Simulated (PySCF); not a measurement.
Molecule: OGaCl2H, in a box.

```
O Ga Cl H
1.0
    12.00000    0.00000    0.00000
     0.00000   13.00000    0.00000
     0.00000    0.00000   12.00000
O Ga Cl H
1 1 2 1
Direct
  0.51845 0.59803 0.52741
  0.50712 0.46348 0.51165
  0.62225 0.36807 0.59506
  0.37992 0.39873 0.41060
  0.46265 0.63517 0.48642
```

Base run:

* Program: PySCF 2.14.0
* Functional: PBE
* Potentials or basis: def2-svp (all-electron)
* k mesh: 1 × 1 × 1
* Occupations: fixed
* Spin: no spin polarisation

Its results: gap between the frontier levels 5.33 eV.

After a change of settings the same cell gave: gap between the frontier levels 10.08 eV. Which change was it?
A. functional from PBE to OLYP; dispersion from none to D3
B. functional from PBE to r2SCAN0; dispersion from none to D4
C. functional from PBE to revTPSS; dispersion from none to D3
D. functional from PBE to BHandHLYP

D.

BHandHLYP gives the wider gap, since exact exchange removes part of the self-interaction.

Caveats: this is a molecule in a periodic box at the Γ point, so its band gap is the HOMO-LUMO gap; relativity is left out, which matters for the heavier elements; the basis of atomic orbitals isn't converged, which shifts pressures, moduli and gaps.
